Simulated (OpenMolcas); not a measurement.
# Au⁶⁺ among point charges: CASSCF and CASPT2 levels and susceptibility

Aim: the splitting of the states of Au⁶⁺ in the field of 4 point charges, its lowest levels with spin-orbit coupling and its magnetic susceptibility.

Program: OpenMolcas 26.06. Level of theory: state-averaged CASSCF and CASPT2, spin-orbit coupling by RASSI with atomic mean-field integrals. These are calculated values, not measurements, unless marked.

**1. What is computed**

| Quantity | Value |
| --- | --- |
| Species | Au⁶⁺ (gold, Z = 79, 73 electrons) |
| Basis | ANO-RCC-VDZP [7s6p4d2f], 59 functions |
| Scalar Hamiltonian | DKH2, point nucleus |
| Inactive shells | 1s 2s 2p 3s 3p 3d 4s 4p 4d 4f 5s 5p |
| Active space | 5 electrons in 5 orbitals (5d) |
| Some configurations of this space | 5d⁵ |
| Orbitals | optimised for each spin and parity, averaged over all roots |

Outer shells as boxes (Hund's rule):

5d5
```
5d [↑ ][↑ ][↑ ][↑ ][↑ ]
```

The ion sits among 4 point charges of -2.5 e arranged as a square (D4h), 2.28 Å from the ion.

The work runs as a chain of OpenMolcas steps in one folder; each step below is one input file. Labels, J, g values, rates, χT and fits are worked out afterwards by a script from the matrices that RASSI stores. The input lists half of the charges; inversion (Group=XYZ) makes the rest.

**2. Basis and integrals**

The input, a.inp:

```
&GATEWAY
Coord
1

Au 0.0 0.0 0.0
Basis=ANO-RCC-VDZP
Group=XYZ
NoMove
AngMom=0.0 0.0 0.0
AMFI
XField
2 Angstrom 0
2.280000 0.000000 0.000000 -2.500000
0.000000 2.280000 0.000000 -2.500000
&SEWARD
```

Run with:

```bash
$ OMP_NUM_THREADS=1 MOLCAS_MEM=1689 MOLCAS_PROJECT=a pymolcas a.inp > a.log
```

**3. CASSCF: sextets of even parity, 1 root**

The input, a.inp:

```
&RASSCF
FileOrb=start.orb
Symmetry=1
Spin=6
nActEl=5 0 0
Inactive=15 19
Ras2=5 0
CIRoot=1 1 1
SDav=1
CIMx=300
Iter=120 100
PrWF=0.3
OrbListing=Nothing
MaxOrb=0
>>> COPY $Project.JobIph JOB001
```

start.orb holds the contracted functions of the basis, ordered by shell, or the orbitals of the step before.

**4. Reference wave functions, quartets of even parity, 24 roots**

The input, a.inp:

```
&RASSCF
FileOrb=start.orb
Symmetry=1
Spin=4
nActEl=5 0 0
Inactive=15 19
Ras2=5 0
CIRoot=24 24 1
SDav=24
CIMx=300
Iter=120 100
PrWF=0.3
OrbListing=Nothing
MaxOrb=0
>>> COPY $Project.JobIph JOB002
```

**5. CASSCF: doublets of even parity, 75 roots**

The input, a.inp:

```
&RASSCF
FileOrb=start.orb
Symmetry=1
Spin=2
nActEl=5 0 0
Inactive=15 19
Ras2=5 0
CIRoot=75 75 1
SDav=75
CIMx=300
Iter=120 100
PrWF=0.3
OrbListing=Nothing
MaxOrb=0
>>> COPY $Project.JobIph JOB003
```

**6. RASSI: spin-orbit coupling between the states**

The input, a.inp:

```
&RASSI
NrOfJobIphs=3 1 24 75
1
1 2 3 4 5 6 7 8 9 10 11 12 13 14 15 16 17 18 19 20 21 22 23 24
1 2 3 4 5 6 7 8 9 10 11 12 13 14 15 16 17 18 19 20 21 22 23 24 25 26 27
28 29 30 31 32 33 34 35 36 37 38 39 40 41 42 43 44 45 46 47 48 49 50 51
52 53 54 55 56 57 58 59 60 61 62 63 64 65 66 67 68 69 70 71 72 73 74 75
IphNames
JOB001
JOB002
JOB003
EJob
SpinOrbit
DIPRint=1.0
SOCoupling=1000.0
Subsets=2
Property=9
'ANGMOM' 1 'ANGMOM' 2 'ANGMOM' 3 'MLTPL  1' 1 'MLTPL  1' 2 'MLTPL  1' 3
'AMFI' 1 'AMFI' 2 'AMFI' 3
SOProperty=3
'ANGMOM' 1 'ANGMOM' 2 'ANGMOM' 3
```

**7. CASPT2: IPEA 0.25, imaginary shift 0.1 (closed shells correlated: 5s 5p)**

The input, a.inp:

```
>>> COPY JOB001 $Project.JobIph
&CASPT2
Multistate=1 1
Frozen=14 16
IPEA=0.25
Imaginary=0.1
MaxIter=60
WThr=0.0 0.3 0.05
PrWF=0.5
NoMix
>>> COPY JOB002 $Project.JobIph
&CASPT2
Multistate=24 1 2 3 4 5 6 7 8 9 10 11 12 13 14 15 16 17 18 19 20 21 22
23 24
NoMult
Frozen=14 16
IPEA=0.25
Imaginary=0.1
MaxIter=60
WThr=0.0 0.3 0.05
PrWF=0.5
NoMix
>>> COPY JOB003 $Project.JobIph
&CASPT2
Multistate=75 1 2 3 4 5 6 7 8 9 10 11 12 13 14 15 16 17 18 19 20 21 22
23 24 25 26 27 28 29 30 31 32 33 34 35 36 37 38 39 40 41 42 43 44 45 46
47 48 49 50 51 52 53 54 55 56 57 58 59 60 61 62 63 64 65 66 67 68 69 70
71 72 73 74 75
NoMult
Frozen=14 16
IPEA=0.25
Imaginary=0.1
MaxIter=60
WThr=0.0 0.3 0.05
PrWF=0.5
NoMix
```

(Steps that only read results are left out.)

**Question.** What will these runs give? Wanted: spin-free ground state; lowest level; next level.

**Answer**, as computed:

| quantity | value |
| --- | --- |
| method | SS-CASPT2, IPEA 0.25, imaginary shift 0.1 (closed shells correlated: 5s 5p) |
| spin-free ground state | 6A1, 1-fold in its orbital part |
| lowest level | 2-fold E1/2, g = 1.83, 5.50, 5.50 |
| next level | 601.9 cm⁻¹ |
| χT at 300 K | 3.02 cm³ K/mol |
| effective moment at 300 K | 4.92 μB |

Cost by method:

```csv
method,time of its own steps,time with the reference
A. CASSCF,24 s,24 s
"B. SS-CASPT2, IPEA 0.25, imaginary shift 0.1, +5s 5p",7.1 s,31 s
```

Times are of one thread on a shared host.

The spin-free ground state (6A1) comes to 100 % from free-ion S terms and keeps the highest spin of the shell. χT at 300 K is 3.02, against 4.39 cm³ K/mol for the spin alone, so spin-orbit coupling lowers it. An active space of the d shell alone favours high spin; real ions in strong fields can be low spin. The field of point charges can differ much from that of real complexes. With metal d orbitals alone active, the gaps between spin states are rough; where two lie within a few thousand cm-1, their order is open. This is an electrostatic model: the charges have no orbitals.
